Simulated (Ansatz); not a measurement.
# NaB3H8: a dynamics run in two tries

Aim: a short trajectory for this system. Host space group Pmn2_1.

Method: DFT PBEsol, plane waves, PAW, scalar-relativistic, no spin polarisation, in Ansatz 0.2.0.

**1. The starting structure**

The cell holds 24 atoms (B6H16Na2): a = 8.151 Å, b = 5.750 Å, c = 4.685 Å, α = 90.00°, β = 90.00°, γ = 90.00°.

Its coordinates follow in the input file.

**2. The run**

The input, input.yaml:

```yaml
accuracy: low
crystal:
  lattice:
    - [8.150837, 0.0, 0.0]
    - [0.0, 5.75012, 0.0]
    - [0.0, 0.0, 4.684846]
  atoms:
    - { symbol: Na, position: [0.45781487, 0.6193639, 0.6467116] }
    - { symbol: Na, position: [-0.03287289, 0.36747709, 0.19507367] }
    - { symbol: B, position: [0.39859233, 0.26716206, 0.03487766] }
    - { symbol: B, position: [0.62107236, 0.29894385, 0.05420453] }
    - { symbol: B, position: [0.13253267, 0.69446856, 0.57861032] }
    - { symbol: B, position: [0.92636511, 0.75547364, 0.46223547] }
    - { symbol: B, position: [0.52147095, 1.05247178, 0.18345475] }
    - { symbol: B, position: [0.02515937, -0.05012312, 0.67293439] }
    - { symbol: H, position: [0.34897776, 0.24176424, 0.78470384] }
    - { symbol: H, position: [0.67053132, 0.3053873, 0.81807788] }
    - { symbol: H, position: [0.22440181, 0.75671055, 0.38012433] }
    - { symbol: H, position: [0.93709394, 0.7212276, 0.20646882] }
    - { symbol: H, position: [0.36584758, 0.47746446, 0.13854372] }
    - { symbol: H, position: [0.69088296, 0.42795261, 0.21600933] }
    - { symbol: H, position: [0.16278643, 0.5132909, 0.70238328] }
    - { symbol: H, position: [0.82851245, 0.60855361, 0.56956934] }
    - { symbol: H, position: [0.32939917, 0.16341383, 0.22966361] }
    - { symbol: H, position: [0.67353341, 0.07802322, 0.13040438] }
    - { symbol: H, position: [0.17710521, 0.8587665, 0.77400162] }
    - { symbol: H, position: [0.88653464, 0.95424732, 0.51205159] }
    - { symbol: H, position: [0.52475726, 1.00190454, 0.4286953] }
    - { symbol: H, position: [-0.03018693, -0.02612528, 0.91882284] }
    - { symbol: H, position: [0.50269556, 0.87349978, 0.05060789] }
    - { symbol: H, position: [0.07640556, 0.14674961, 0.63363477] }
basis:
  ecutwfc: 420.0
kpoints:
  mp_grid: { grid: [2, 2, 2] }
hamiltonian:
  xc: pbesol
scf:
  occupations: { method: fermi_dirac, width: 0.05 }
  lower_state_search: "off"
  max_iter: 80
md:
  timestep: 0.5
  n_steps: 25
  ensemble: nve
  temperature: 800.0
  initial_velocities: maxwell_boltzmann
  seed: 25997
  masses: [{ species: Na, mass: 0.0 }]
```

Command:

```console
ansatz run input.yaml --threads 1 --pin off --max-ram 3072MiB --backend cpu --events-out ev --progress --plain --runs-dir out
```

Before running it: what results should come out? Wanted: first try.

As calculated:

| quantity | value |
| --- | --- |
| first try | refused |
| cause | an atom is given no mass, so any force would accelerate it without limit |

**Reading.** The fault in the first input was caught at the input check and cost nothing.
